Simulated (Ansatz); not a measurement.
# CH5NOSiZn: a ladder of functionals and wavefunction methods

How much do the methods differ for CH5NOSiZn? The plan is to run it at one geometry with functionals of several rungs and with coupled cluster. The yardstick is the atomisation energy at the CCSD(T) limit.

Method: functionals in def2-TZVPP, the program's frozen cores in correlated methods; program: Ansatz 0.2.0, Gaussian basis.

The runs, in order: LDA (SPW92), PBE-D4, revPBE-D4, BLYP-D4, r2SCAN-D4, B97M-V, PBE0-D4, B3LYP-D4, r2SCANh-D4, r2SCAN0-D4, HSE06-D4, BHLYP-D4, CAM-B3LYP-D4, LC-ωPBE, ωB97X-V, ωB97M-V, B2PLYP, PBE-QIDH; CCSD(T)/def2-SVP; CCSD(T)/def2-TZVPP; MP2/def2-QZVPP; extrapolation to the limit; RPA on PBE.

### 1 The geometry

The geometry comes from an earlier relaxation with PBE0-D4 in a triple-zeta def2 set; it is a stationary point, not always the lowest conformer.

10 atoms, charge 0, spin multiplicity 1.

Atoms are counted from 1 here; the program's logs count them from 0.

Bond lengths: C1–N2 1.478 Å, C1–Si5 1.945 Å, C1–H6 1.099 Å, C1–H7 1.099 Å, N2–Zn3 1.852 Å, N2–H8 1.009 Å, Zn3–O4 1.838 Å, O4–Si5 1.643 Å, Si5–H9 1.490 Å, Si5–H10 1.491 Å. Angles: N2–C1–Si5 113.1°, N2–C1–H6 109.6°, N2–C1–H7 113.0°, Si5–C1–H6 106.7°, Si5–C1–H7 107.2°, H6–C1–H7 106.8°, C1–N2–Zn3 99.6°, C1–N2–H8 112.4°, Zn3–N2–H8 122.2°, N2–Zn3–O4 114.2°, Zn3–O4–Si5 99.4°, C1–Si5–O4 107.8°, C1–Si5–H9 108.1°, C1–Si5–H10 109.2°, O4–Si5–H9 112.0°, O4–Si5–H10 111.2°, H9–Si5–H10 108.4°.

Geometry (Å):

```
C     0.20964   -0.21248    0.78974
N     0.10713   -1.60153    0.29447
Zn   -0.82628   -1.30269   -1.27643
O    -0.77460    0.43782   -1.86502
Si    0.06457    1.11448   -0.62549
H     1.18924   -0.06155    1.26550
H    -0.55144    0.03260    1.54337
H    -0.22281   -2.23955    1.00360
H    -0.62767    2.31166   -0.07010
H     1.43222    1.52125   -1.05964
```

### 2 LDA

This LDA is Slater exchange with PW92 correlation.

File in.yaml:

```yaml
crystal:
  periodic: [false, false, false]
  atoms:
    - {symbol: C, position_ang: [0.209637, -0.212477, 0.789741]}
    - {symbol: N, position_ang: [0.107126, -1.601532, 0.294466]}
    - {symbol: Zn, position_ang: [-0.826281, -1.302691, -1.276428]}
    - {symbol: O, position_ang: [-0.774600, 0.437823, -1.865015]}
    - {symbol: Si, position_ang: [0.064572, 1.114475, -0.625490]}
    - {symbol: H, position_ang: [1.189243, -0.061548, 1.265495]}
    - {symbol: H, position_ang: [-0.551442, 0.032596, 1.543369]}
    - {symbol: H, position_ang: [-0.222812, -2.239554, 1.003598]}
    - {symbol: H, position_ang: [-0.627671, 2.311658, -0.070101]}
    - {symbol: H, position_ang: [1.432218, 1.521249, -1.059645]}
basis:
  gaussian: {orbitals: def2-TZVPP}
hamiltonian: {xc: lda}
output: {orbitals: {seedname: orbitals}}
```

Command:

```sh
ansatz run in.yaml --threads 4 --pin off --events-out ev --progress --plain --max-ram 10444MiB
```

The runs that follow: PBE-D4 (GGA); revPBE-D4 (GGA); BLYP-D4 (GGA); r2SCAN-D4 (meta-GGA); B97M-V (meta-GGA); PBE0-D4 (hybrid); B3LYP-D4 (hybrid); r2SCANh-D4 (hybrid); r2SCAN0-D4 (hybrid); HSE06-D4 (hybrid); BHLYP-D4 (hybrid); CAM-B3LYP-D4 (range-separated); LC-ωPBE (range-separated); ωB97X-V (range-separated); ωB97M-V (range-separated); B2PLYP (double hybrid); PBE-QIDH (double hybrid); CCSD(T) in def2-SVP; CCSD(T) in def2-TZVPP; MP2 in def2-QZVPP; RPA on PBE orbitals.

Q: Predict the results of all the runs planned. Wanted: atomisation energy, CCSD(T)/CBS; farthest beyond LDA; mean size of error, GGA; mean size of error, meta-GGA; mean size of error, hybrid; mean size of error, range-separated; mean size of error, double hybrid; gap, smallest and largest; T1 diagnostic.

**Answer**, as computed:

```
                               quantity                                               value
        atomisation energy, CCSD(T)/CBS                                       3310.9 kJ/mol
 functionals within 16.6 kJ/mol (0.5 %)  r2SCAN-D4, CAM-B3LYP-D4, LC-ωPBE, ωB97X-V, ωB97M-V
                    farthest beyond LDA                            BHLYP-D4 (-148.4 kJ/mol)
                mean size of error, GGA                                         41.5 kJ/mol
           mean size of error, meta-GGA                                         12.9 kJ/mol
             mean size of error, hybrid                                         55.2 kJ/mol
    mean size of error, range-separated                                          6.2 kJ/mol
      mean size of error, double hybrid                                         47.8 kJ/mol
              gap, smallest and largest                1.84 eV (BLYP-D4), 8.60 eV (LC-ωPBE)
                          T1 diagnostic                                              0.0189
triples share of the correlation energy                                               3.7 %
```

The LDA atomisation energy is off by 522.9 kJ/mol (16 %): it overbinds. PBE-D4 misses by +51.0 kJ/mol. Double hybrids carry the basis error of their MP2 part in triple zeta, and no dispersion term here, so their miss is partly the set-up's. The rungs range-separated, meta-GGA miss on average by less than the doubt on the reference (16.6 kJ/mol), so they tie. Misses under about 16.6 kJ/mol are within the doubt on the reference itself, which lacks core-valence correlation, relativity and higher excitations. Hartree-Fock recovers 67 % of the binding; the rest is correlation. CCSD(T) in def2-SVP is off by -267.1 kJ/mol, which most functionals beat. Orbital gaps span 1.8 to 8.6 eV; exact exchange widens them. For Zn the d shell is correlated and the shells below it are frozen.
